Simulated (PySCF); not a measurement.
**The bond of BePb, level by level**

An exercise on one series of results from a longer session: the logs are not shown, and one member is left open.

Computed with PySCF 2.14.0. Level: Be def2-SVP, Pb def2-SVP with ECP60, scalar-relativistic core potentials.

The first run:

Settings of the job:

```json
{
  "atoms": "Be, Pb",
  "charge": "0",
  "basis": "Be def2-SVP, Pb def2-SVP with ECP60",
  "Hamiltonian": "scalar-relativistic core potentials",
  "basis functions": "35",
  "electrons treated": "26",
  "masses in u": "9.0122, 207.9766",
  "levels": "PBE0, PBE, r²SCAN, M06, BLYP, r²SCAN0, LC-ωPBE, HF, MP2, SCS-MP2, CCSD, CCSD(T)",
  "grid": "80 radial by 434 angular points",
  "occupations": "held fixed by the projection of orbital angular momentum",
  "dissociation limit": "Be + Pb, each in its ground configuration",
  "starting distance in angstrom": "2.355",
  "values of 2S to try": "0, 2"
}
```

The run is started by

```bash
> OMP_NUM_THREADS=1 python dia.py task.json out
```

Steps of the session up to this table: Set-up; The PBE0 curve of the state that the search chose; Excited determinants; PBE (GGA); r²SCAN; M06 (hybrid meta-GGA); BLYP; r²SCAN0; LC-ωPBE (range-separated hybrid); UHF (mean field); MP2 and coupled cluster.

One table of the session follows, with a row left open; its other results are not shown here.

It belongs to the step «The curves together». Energy (eV) from each level's lowest point:

```
R (Å)    UHF  UHF-MP2  UHF-SCS-MP2  UHF-CCSD  UHF-CCSD(T)
2.091  0.705    0.572        0.605       n/a          n/a
2.188  0.381    0.254        0.284     0.389        0.365
2.285      ?        ?            ?         ?            ?
2.358  0.097    0.016        0.029     0.087        0.070
2.431  0.044    0.000        0.000     0.031        0.020
2.504  0.015    0.016        0.001     0.004        0.000
2.601  0.000    0.069        0.032     0.000        0.006
2.723  0.003    0.157        0.095     0.025        0.046
2.869  0.019    0.266        0.177     0.077        0.115
3.063  0.044    0.385        0.270       n/a          n/a
```

Q: Estimate the row for R (Å) = 2.285 from the others.

Worked estimate for «UHF». A straight line through the neighbours (2.188, 0.381) and (2.358, 0.097) gives 0.381 + (0.097 − 0.381) × (2.285 − 2.188) / (2.358 − 2.188) = 0.219; a parabola fitted to 4 rows on both sides gives 0.179.

As computed: UHF: 0.185; UHF-MP2: 0.078; UHF-SCS-MP2: 0.100; UHF-CCSD: 0.181; UHF-CCSD(T): 0.160. In «UHF» the line misses by +0.034 and the parabola by -0.006.
